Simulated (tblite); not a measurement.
# C7H15B: the cost of one run

Programs: tblite 0.8.0 and PySCF 2.14.0, with density-fitted response routines of our own. Each step states its level of theory. These are calculated values for one molecule in the gas phase, unless marked as measured. Atoms are numbered from 0 throughout.

### 1 Starting geometry

23 atoms, charge 0, multiplicity 1; geometry from: force field or distance geometry start.

Bonds of the start (Å): B0–C1 1.60, C1–C2 1.54, C1–C3 1.55, C1–C4 1.56, C4–C5 1.54, C5–C6 1.51, C6–C7 1.34, B0–H8 1.18, B0–H9 1.18, C2–H10 1.10, C2–H11 1.12, C2–H12 1.10, C3–H13 1.11, C3–H14 1.12, C3–H15 1.10, C4–H16 1.11, C4–H17 1.12, C5–H18 1.12, C5–H19 1.10, C6–H20 1.08, C7–H21 1.08, C7–H22 1.09.

### 2 Relaxing the molecule with GFN2-xTB

The job: settings as JSON, then the geometry in Å.

```
{"job": {"kind": "relax", "xc": "GFN2-xTB", "basis": "xTB"}, "charge": 0, "multiplicity": 1}
B     -1.696900     1.011800    -1.119900
C     -1.208700     0.051700     0.059700
C     -2.144100    -1.169700     0.129300
C     -1.279900     0.804300     1.407500
C      0.238600    -0.464600    -0.204400
C      1.318700     0.633800    -0.233300
C      2.651900     0.079600    -0.669800
C      3.365000    -0.741700     0.118000
H     -2.022500     2.127300    -0.897600
H     -1.740300     0.615800    -2.226900
H     -1.861800    -1.854500     0.947400
H     -3.206600    -0.848100     0.309000
H     -2.128900    -1.738100    -0.816700
H     -2.328300     1.047600     1.666300
H     -0.871400     0.175800     2.236400
H     -0.710000     1.749900     1.396400
H      0.515600    -1.207900     0.567900
H      0.252600    -1.000000    -1.190700
H      1.438600     1.090900     0.782700
H      1.043400     1.440000    -0.935000
H      3.055500     0.380900    -1.623300
H      4.318700    -1.118500    -0.222100
H      2.996100    -1.039400     1.102300
```

Run with:

```bash
> OMP_NUM_THREADS=1 python probes_run.py task.json out
```

The driver reads the jobs from task.json and runs them one after another.

**Question.** How long does this first job take on 1 thread of Intel Xeon at 2.50GHz, shared host, and how much memory does it need?

About 2.8 s, with a peak of 0.18 GiB.
